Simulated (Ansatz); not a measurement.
# NaTi3C2: the cost of one run

Program: Ansatz 0.2.0. Level of theory: DFT PBE, scalar-relativistic, plane waves, PAW. These are calculated values, not measurements.

## 1. The structure to begin with

It takes space group Pmm2 (No. 25, orthorhombic). Conventional cell: a = 2.470 Å, b = 4.791 Å, c = 6.574 Å, α = 90.00°, β = 90.00°, γ = 90.00°. Around Na (site symmetry mm2) lie 2 Na at 2.47 Å and 8 Ti at 2.69 to 2.70 Å and 4 C at 2.69 Å. Ti (site symmetry m) is surrounded by 5 Ti at 2.36 to 2.47 Å and 1 C at 2.42 Å and 2 Na at 2.69 Å. Ti (site symmetry mm2) is surrounded by 4 Ti at 2.41 to 2.47 Å and 2 C at 2.41 Å and 4 Na at 2.70 Å. C (site symmetry m) is surrounded by 4 C at 2.36 to 2.47 Å and 2 Ti at 2.41 to 2.42 Å and 2 Na at 2.69 Å.

Structure file:

```cif
data_structure
_symmetry_space_group_name_H-M 'Pmm2'
_symmetry_Int_Tables_number 25
_cell_length_a 2.4702
_cell_length_b 4.7912
_cell_length_c 6.5739
_cell_angle_alpha 90.000
_cell_angle_beta 90.000
_cell_angle_gamma 90.000
_cell_volume 77.80
loop_
_atom_site_label
_atom_site_type_symbol
_atom_site_symmetry_multiplicity
_atom_site_Wyckoff_symbol
_atom_site_fract_x
_atom_site_fract_y
_atom_site_fract_z
_atom_site_occupancy
Na1 Na 1 a 0.00000 0.00000 0.00000 1
Ti1 Ti 2 h 0.50000 0.75384 0.68389 1
Ti2 Ti 1 d 0.50000 0.50000 0.00000 1
C1 C 2 h 0.50000 0.75384 0.31611 1
```

The cell is invented: 6-connected net, two elements spread over the vertices, guests in its cages (Pmm2, No. 25). Its size is a rough estimate.

## 2. Probe: one point on a coarse mesh

Input file input.yaml:

```yaml
crystal:
  lattice:
    - [2.47017118, 0.0, 0.0]
    - [0.0, 4.79121038, 0.0]
    - [0.0, 0.0, 6.57385427]
  atoms:
    - { symbol: Na, position: [0.0, 0.0, 0.0] }
    - { symbol: Ti, position: [0.5, 0.75383501, 0.683888] }
    - { symbol: Ti, position: [0.5, 0.24616499, 0.683888] }
    - { symbol: Ti, position: [0.5, 0.5, 0.0] }
    - { symbol: C, position: [0.5, 0.75383501, 0.316112] }
    - { symbol: C, position: [0.5, 0.24616499, 0.316112] }
basis:
  ecutwfc: 420
kpoints:
  mp_grid: { grid: [8, 4, 4] }
hamiltonian:
  xc: pbe
scf:
  occupations: { method: gaussian, width: 0.1 }
  lower_state_search: "off"
output:
  forces: true
  stress: true
  eigenvalues: true
```

Run with:

```console
> ansatz run input.yaml --threads 1 --pin off --max-ram 2560MiB --backend cpu --events-out ev --progress --plain --runs-dir out
```

**Question.** How long does this run take on 1 thread of Arm Neoverse V1, shared host, and how much memory does it need?

About 11 s, with a peak of 0.35 GiB.
